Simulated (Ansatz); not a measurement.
# C2H5BS: rigid scan of one bond length in Python

How does the energy of C2H5BS change as one bond is stretched? The task is a rigid scan of one bond length, for C2H5BS. SMILES: CB1CS1.

Program: the Python package of Ansatz 0.2.0. Level of theory: PBE/6-31G*. These are calculated values, not measurements.

### Step 1. Starting point

Bond lengths: C1–B2 1.527 Å, B2–C3 1.547 Å, B2–S4 1.956 Å, C3–S4 1.661 Å, C1–H5 1.149 Å, C1–H6 1.160 Å, C1–H7 1.124 Å, C3–H8 1.088 Å, C3–H9 1.145 Å. Angles (14 of 16 angles, heavy atoms first): C1–B2–C3 142.9°, C1–B2–S4 150.3°, C3–B2–S4 55.1°, B2–C3–S4 75.0°, B2–S4–C3 49.8°, B2–C1–H5 111.5°, B2–C1–H6 111.3°, B2–C1–H7 113.3°, B2–C3–H8 115.7°, B2–C3–H9 114.7°, S4–C3–H8 119.8°, S4–C3–H9 113.4°, H5–C1–H6 105.0°, H5–C1–H7 108.6°.

No structure file is read: the coordinates are typed or built in the script.

### Step 2. The script

Input file scan_c2h5bs.py:

```python
import ansatz
import numpy as np

GEOMETRY = '''
C    -0.31430    1.13380   -0.75770
B     0.08530   -0.27430   -0.32100
C     0.46020   -1.12310    0.91740
S    -0.34660   -2.16830   -0.09090
H    -0.59340    1.16610   -1.87170
H    -1.26600    1.49290   -0.19980
H     0.48340    1.90150   -0.56570
H     0.00330   -0.81640    1.85570
H     1.57660   -1.35840    1.01670
'''

mol = ansatz.Crystal.molecule()
for line in GEOMETRY.strip().splitlines():
    symbol, *xyz = line.split()
    mol = mol.atom(symbol, [float(v) for v in xyz])

symbols = [site.symbol for site in mol.cartesian_sites]
start = np.array([site.position_ang for site in mol.cartesian_sites])
axis = (start[5] - start[0]) / np.linalg.norm(start[5] - start[0])
moving = [5]
lengths, energies = [0.99, 1.07, 1.16, 1.28, 1.45, 1.74, 2.09, 2.55], []
for length in lengths:
    xyz = start.copy()
    xyz[moving] += (length - np.linalg.norm(start[5] - start[0])) * axis
    point = ansatz.Crystal.molecule()
    for symbol, place in zip(symbols, xyz):
        point = point.atom(symbol, place.tolist())
    model = (
        point.calculation()
        .basis(gaussian='6-31G*')
        .functional('PBE')
        .spin('collinear')
    )
    rep = model.run().report
    energies.append(rep['free_energy_ev'])
    print(f'r = {length:6.3f} A  E = {energies[-1]:.5f} eV  <S^2> = {abs(rep["mean_field"]["state"]["spin_squared"]):.3f}')

print('energy above the lowest point (eV):', [round(e - min(energies), 3) for e in energies])
```

### Step 3. What the engine is handed

The engine receives this input (first run):

```yaml
crystal:
  periodic: [false, false, false]
  atoms:
    - { symbol: C, position_ang: [-0.3143, 1.1338, -0.7577] }
    - { symbol: B, position_ang: [0.0853, -0.2743, -0.321] }
    - { symbol: C, position_ang: [0.4602, -1.1231, 0.9174] }
    - { symbol: S, position_ang: [-0.3466, -2.1683, -0.0909] }
    - { symbol: H, position_ang: [-0.5934, 1.1661, -1.8717] }
    - { symbol: H, position_ang: [-1.1264246989316409, 1.440234779222814, -0.281621015515433] }
    - { symbol: H, position_ang: [0.4834, 1.9015, -0.5657] }
    - { symbol: H, position_ang: [0.0033, -0.8164, 1.8557] }
    - { symbol: H, position_ang: [1.5766, -1.3584, 1.0167] }
basis:
  gaussian:
    orbitals: "6-31G*"
hamiltonian:
  xc: pbe
magnetization:
  spin_polarized: true
```

### Step 4. The run

Command:

```bash
python scan_c2h5bs.py
```

Without the output at hand: what should come out? Wanted: range of energy; lowest point, distance.

**Answer**, as computed:

```
                  quantity     value
             runs compared         8
           range of energy  4.375 eV
lowest point, distance (Å)      1.07
```

What this shows: The lowest point, at 1.07, lies inside the range. The ends stand 0.245 and 4.37 eV above it. The distance scanned is the script's pair 0, 5. <S²> moves from 0.00 to 0.76: along the scan the mean field breaks spin symmetry. Reading the output:
- The rest of the molecule is held rigid at a force-field or estimated start geometry, and the basis set is modest; single-reference methods fail as a bond breaks.
